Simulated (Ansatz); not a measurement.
# CH2Se (methaneselone) at BHLYP/def2-TZVPP

Aim: the electronic atomisation energy of CH2Se (methaneselone) at BHLYP/def2-TZVPP, from 4 runs. 

The calculation is run with Ansatz 0.2.0.

47 further runs of the same task are left out: 47 set aside as unsound or not needed.

### 1 Starting point

The species is CH2Se (4 atoms), meant as a singlet with charge 0. SMILES: `C=[Se]`. Geometry: relaxed at PBE0-D4/def2-TZVP.

Bond lengths: C1–Se2 1.741 Å, C1–H3 1.087 Å, C1–H4 1.087 Å. Angles: Se2–C1–H3 121.8°, Se2–C1–H4 121.8°, H3–C1–H4 116.4°.

### 2 The energy at BHLYP/def2-TZVPP

in.yaml

```yaml
crystal:
  periodic: [false, false, false]
  atoms:
    - symbol: C
      position_ang: [-0.129440, -0.027430, -0.068180]
    - symbol: Se
      position_ang: [1.384110, 0.293380, 0.729180]
    - symbol: H
      position_ang: [-0.586530, -1.013730, -0.053570]
    - symbol: H
      position_ang: [-0.668140, 0.747780, -0.607410]
basis:
  gaussian:
    orbitals: def2-TZVPP
total_charge: 0
hamiltonian:
  xc: {name: BHLYP}
accuracy: high
output: {orbitals: {seedname: orbitals}}
```

Launch:

```
$ ansatz run in.yaml --threads 1 --pin off --max-ram 3480MiB --events-out events.jsonl --progress --plain --runs-dir runs
```

The program printed:

```text
Warning: RAYON_NUM_THREADS=1 ignored (pool sized by the plan → 1); use --threads N
Functional definition: BHLYP
  name "BHLYP"
  parameter a = 0.5
  exchange = (1 - a)*b88_x + a*exact_x
  correlation = lyp_c
1649 factors; integrals over basis functions are off by at most 4.4e-9 eV
mean field evaluation 1: about -66414.9943 eV, gradient 3.1e1 eV
mean field evaluation 2: about -66412.7892 eV, gradient 4.1e1 eV
mean field evaluation 4: about -66417.3013 eV, gradient 1.5e0 eV
mean field evaluation 8: about -66417.3576 eV, gradient 3.5e-2 eV
mean field evaluation 16: about -66417.3576 eV, gradient 9.7e-6 eV
mean field -66417.35760992 eV, -2440.7928728625 hartree, gradient 9.3e-8 eV, S^2 0.000000; 0 other end points of the search recorded, 0 dependent functions left out
reference -66417.35762992 eV, -2440.7928735975 hartree; 21, 21 occupied and 86, 86 virtual orbitals, 1649 factors
Total energy: -66417.35762992 eV, -2440.7928735975 hartree
```

Run time: 5.7 s. Hardware: 1 thread of Arm Neoverse V2, shared host; peak memory 0.28 GiB.

### 3 The C atom at the same level

input.yaml

```yaml
crystal:
  periodic: [false, false, false]
  atoms:
    - {symbol: C, position_ang: [0.000000, 0.000000, 0.000000]}
basis:
  gaussian: {orbitals: def2-TZVPP}
accuracy: high
magnetization: {spin_polarized: true, initial_magnetization: 2}
hamiltonian: {xc: {name: BHLYP}}
```

Run the same way, it converges to -37.84774 Eh (log not shown).

### 4 The H atom at the same level

job.yaml

```yaml
basis:
  gaussian:
    orbitals: def2-TZVPP
crystal:
  periodic: [false, false, false]
  atoms:
    - {symbol: H, position_ang: [0.000000, 0.000000, 0.000000]}
magnetization:
  spin_polarized: true
  initial_magnetization: 1
hamiltonian:
  xc: {name: BHLYP}
accuracy: high
```

Run the same way, it converges to -0.49854 Eh (log not shown).

### 5 The Se atom at the same level

run.yaml

```yaml
crystal:
  periodic: [false, false, false]
  atoms:
    - symbol: Se
      position_ang: [0.000000, 0.000000, 0.000000]
basis:
  gaussian:
    orbitals: def2-TZVPP
accuracy: high
magnetization:
  spin_polarized: true
  initial_magnetization: 2
hamiltonian:
  xc: {name: BHLYP}
```

Launch:

```
$ ansatz run run.yaml --threads 1 --pin off --max-ram 3480MiB --events-out events.jsonl --progress --plain --runs-dir runs
```

The program printed:

```text
Warning: RAYON_NUM_THREADS=1 ignored (pool sized by the plan → 1); use --threads N
[... 5 set-up lines as earlier in the session ...]
462 factors; integrals over basis functions are off by at most 4.5e-9 eV
mean field evaluation 1: about -65347.6434 eV, gradient 3.9e0 eV
mean field evaluation 2: about -65347.7316 eV, gradient 1.0e0 eV
mean field evaluation 4: about -65347.7417 eV, gradient 5.1e-1 eV
mean field evaluation 8: about -65347.7428 eV, gradient 2.5e-3 eV
mean field evaluation 16: about -65347.7428 eV, gradient 1.5e-8 eV
mean field -65347.74280995 eV, -2401.4852539748 hartree, gradient 1.2e-8 eV, S^2 2.003895; 0 other end points of the search recorded, 0 dependent functions left out
reference -65347.74282463 eV, -2401.4852545143 hartree; 18, 16 occupied and 30, 32 virtual orbitals, 462 factors
Total energy: -65347.74282463 eV, -2401.4852545143 hartree
```

Wall time 1.8 s (1 thread of Arm Neoverse V2, shared host); peak memory 0.11 GiB.

### 6 What came out

At BHLYP/def2-TZVPP:

| quantity | value |
| --- | --- |
| molecule: total energy | -2440.79287 Eh |
| molecule: HOMO energy | -7.44 eV |
| molecule: LUMO energy | -1.74 eV |
| molecule: HOMO–LUMO gap | 5.69 eV |
| C atom: total energy | -37.84774 Eh |
| C atom: ⟨S²⟩ | 2.005 |
| H atom: total energy | -0.49854 Eh |
| H atom: ⟨S²⟩ | 0.750 |
| Se atom: total energy | -2401.48525 Eh |
| Se atom: ⟨S²⟩ | 2.004 |
| electronic atomisation energy | 12.593 eV |

What this shows: Taking the molecule apart into free atoms costs 12.59 eV (290 kcal/mol), before zero-point energy and without spin-orbit coupling.
